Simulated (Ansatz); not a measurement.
Run this with the Ansatz DFT code, driven from Python and show what comes out.

`alclfh3si.py`:
```python
'''A short Born-Oppenheimer trajectory of AlClFH3Si.'''

import ansatz as az
import numpy as np

BASIS = '6-31G'
XC = 'HF'
N_STEPS = 40
TEMPERATURE_K = 800

alclfh3si = (
    az.Crystal.molecule()
    .atom('F', (-0.3472, -2.5667, 0.922))
    .atom('Al', (-0.7588, -1.0386, -0.0422))
    .atom('Si', (0.6546, 0.8293, 0.076))
    .atom('Cl', (-2.4731, -0.9443, -1.3366))
    .atom('H', (2.0351, 0.4302, -0.3736))
    .atom('H', (0.7484, 1.3182, 1.4789))
    .atom('H', (0.2023, 1.904, -0.7703))
)

base = (
    alclfh3si.calculation()
    .basis(gaussian=BASIS)
    .functional(XC)
    .md('nvt_nose_hoover', timestep=1.0, steps=N_STEPS, temperature=TEMPERATURE_K, initial_velocities='maxwell_boltzmann', seed=74, thermostat_time=50)
)
frames = []
outcome = base.session().plan().execute(on_event=lambda e: frames.append(e['data']) if e['event'] == 'md_step' else None)
print('t (fs)   E_pot (eV)      E_kin (eV)   T (K)   d(0-1) (A)')
for f in frames[::1]:
    xyz = np.array(f['positions_ang'])
    print(f'{f["time_fs"]:6.2f} {f["lagrangian_ev"]:14.5f} {f["e_kin_ev"]:10.5f} {f["temperature_k"]:8.1f} {np.linalg.norm(xyz[0] - xyz[1]):9.4f}')
kept = np.array([f['conserved_ev'] for f in frames])
print(f'conserved energy moves by at most {1000 * np.ptp(kept):.3f} meV')
```

```console
$ python alclfh3si.py
t (fs)   E_pot (eV)      E_kin (eV)   T (K)   d(0-1) (A)
  0.00   -29701.41994    0.51704    800.0    1.8532
  1.00   -29701.40501    0.50289    778.1    1.8455
  2.00   -29701.40445    0.50217    777.0    1.8349
  3.00   -29701.41610    0.51304    793.8    1.8216
  4.00   -29701.42851    0.52495    812.2    1.8057
  5.00   -29701.43366    0.53023    820.4    1.7874
  6.00   -29701.43270    0.52973    819.6    1.7669
  7.00   -29701.43229    0.52969    819.6    1.7447
  8.00   -29701.43841    0.53586    829.1    1.7211
  9.00   -29701.45236    0.54944    850.1    1.6967
 10.00   -29701.46942    0.56577    875.4    1.6720
 11.00   -29701.47959    0.57499    889.7    1.6477
 12.00   -29701.47059    0.56521    874.5    1.6246
 13.00   -29701.43402    0.52858    817.9    1.6033
 14.00   -29701.37331    0.46880    725.4    1.5849
 15.00   -29701.30622    0.40306    623.6    1.5698
 16.00   -29701.25487    0.35233    545.1    1.5590
 17.00   -29701.22951    0.32658    505.3    1.5528
 18.00   -29701.22430    0.32079    496.4    1.5516
 19.00   -29701.22859    0.32505    502.9    1.5554
 20.00   -29701.23777    0.33474    517.9    1.5640
 21.00   -29701.25383    0.35149    543.9    1.5772
 22.00   -29701.28010    0.37839    585.5    1.5941
 23.00   -29701.31697    0.41576    643.3    1.6142
 24.00   -29701.36021    0.45938    710.8    1.6367
 25.00   -29701.40102    0.50050    774.4    1.6607
 26.00   -29701.42756    0.52748    816.2    1.6856
 27.00   -29701.42914    0.53007    820.2    1.7105
 28.00   -29701.40375    0.50661    783.9    1.7349
 29.00   -29701.36373    0.46910    725.8    1.7583
 30.00   -29701.32996    0.43718    676.4    1.7801
 31.00   -29701.31384    0.42154    652.2    1.8000
 32.00   -29701.30672    0.41437    641.1    1.8176
 33.00   -29701.29081    0.39908    617.5    1.8327
 34.00   -29701.25696    0.36682    567.6    1.8452
 35.00   -29701.21006    0.32194    498.1    1.8548
 36.00   -29701.16268    0.27648    427.8    1.8615
 37.00   -29701.12703    0.24238    375.0    1.8652
 38.00   -29701.11034    0.22683    351.0    1.8658
 39.00   -29701.11344    0.23080    357.1    1.8635
 40.00   -29701.13114    0.24928    385.7    1.8583
conserved energy moves by at most 3.372 meV
```

Reading the output:
- Total energies depend on the basis set; only differences at equal settings carry meaning.
- The trajectory is only some femtoseconds long, so its temperature is not equilibrated; where the script doesn't relax first, it starts from a rough generated geometry.
- The temperature counts the internal degrees of freedom alone.
- With hydrogen a step over 0.5 fs is long.
- Finished in 43 s on 1 thread of Arm Neoverse V1, on a shared host, peak memory 0.18 GiB.
